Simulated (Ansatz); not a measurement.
Wanted: the native input for an Ansatz 0.2.0 run.

| Item | Value |
| --- | --- |
| Task | projected density of states |
| Functional | PBE |
| Potentials or basis | all-electron LAPW, scalar-relativistic |
| Cutoff | 493 eV (chosen from the basis error) |
| Basis error allowed | 0.002 eV/atom |
| k mesh | 5 × 5 × 4 |
| Occupations | fermi-dirac, width 0.05 eV |
| Spin | no spin polarisation |

HfIn4SiO6:

```
Hf In Si O
1.0
     5.69867    0.00381    0.01559
    -0.70506    6.10815   -0.00575
    -2.73718   -1.39557    6.63076
Hf In Si O
1 4 1 6
Cartesian
  0.2972 -0.0900 0.8831
  -0.4860 5.0863 4.8335
  2.9601 -0.6377 3.2997
  -0.4663 2.2403 3.5350
  2.4974 2.6606 1.3677
  2.2933 1.4988 5.6832
  0.7088 1.2617 5.2639
  3.2588 1.4387 4.3619
  5.4139 1.6003 0.0368
  2.4594 2.8937 6.5395
  -0.6297 -0.1526 2.6118
  2.1007 0.3624 1.4524
```

The cell was built by a generator and needn't be a form met in nature.

The input as run:

input.yaml

```yaml
crystal:
  lattice:
    - [5.69867, 0.00381, 0.01559]
    - [-0.70506, 6.10815, -0.00575]
    - [-2.73718, -1.39557, 6.63076]
  atoms:
    - { symbol: Hf, position: [0.11793, 0.01556, 0.13292] }
    - { symbol: In, position: [0.38842, 0.99901, 0.72891] }
    - { symbol: In, position: [0.75865, 0.00842, 0.49586] }
    - { symbol: In, position: [0.23461, 0.48841, 0.533] }
    - { symbol: In, position: [0.59649, 0.48211, 0.20528] }
    - { symbol: Si, position: [0.86778, 0.44029, 0.85544] }
    - { symbol: O, position: [0.55316, 0.38738, 0.7929] }
    - { symbol: O, position: [0.93454, 0.38483, 0.65596] }
    - { symbol: O, position: [0.98414, 0.26218, 0.00347] }
    - { symbol: O, position: [0.99083, 0.69806, 0.98452] }
    - { symbol: O, position: [0.08665, 0.06493, 0.39374] }
    - { symbol: O, position: [0.4868, 0.10883, 0.21799] }
kpoints:
  mp_grid: { grid: [5, 5, 4] }
  band_path:
    path: [[0.5, 0.0, 0.0], [0.0, 0.0, 0.0], [0.0, -0.5, 0.0]]
    npoints: 12
scf:
  occupations: { method: fermi_dirac, width: 0.05 }
hamiltonian:
  xc: pbe
  pseudopotentials: { kind: all_electron, lapw: { basis_error: 0.002 } }
output:
  forces: true
  stress: true
  eigenvalues: true
  fatbands: false
  dos: { projected: true, de: 0.1, e_range: [-20, 6] }
  populations: true
```

Potentials or basis: all-electron LAPW, scalar-relativistic.

The run is started by

```bash
$ ansatz run input.yaml --threads 8 --pin off --max-ram 30720MiB --backend cpu --events-out ev --progress --plain --runs-dir out
```

It gave:

```json
{
 "Pressure": "0.0 GPa",
 "Largest force": "0.014 eV/Å",
 "Band gap on the k mesh": "0.89 eV, indirect (least direct gap 1.17 eV)",
 "Band gap along the path": "1.17 eV, direct",
 "Loewdin charges": "Hf +1.41; In +0.27, +0.47, +0.45, +0.41; Si +1.64; O -0.74, -0.75, -0.71, -0.73, -0.65, -0.64 e"
}
```

Caveat: spin-orbit coupling is left out, which moves the levels of the heavy elements.

Run time: 7.1 min on 8 threads of Intel(R) Xeon(R) Platinum 8175M CPU @ 2.50GHz (Skylake/Cascade Lake) (shared host), peak memory 5.6 GiB.
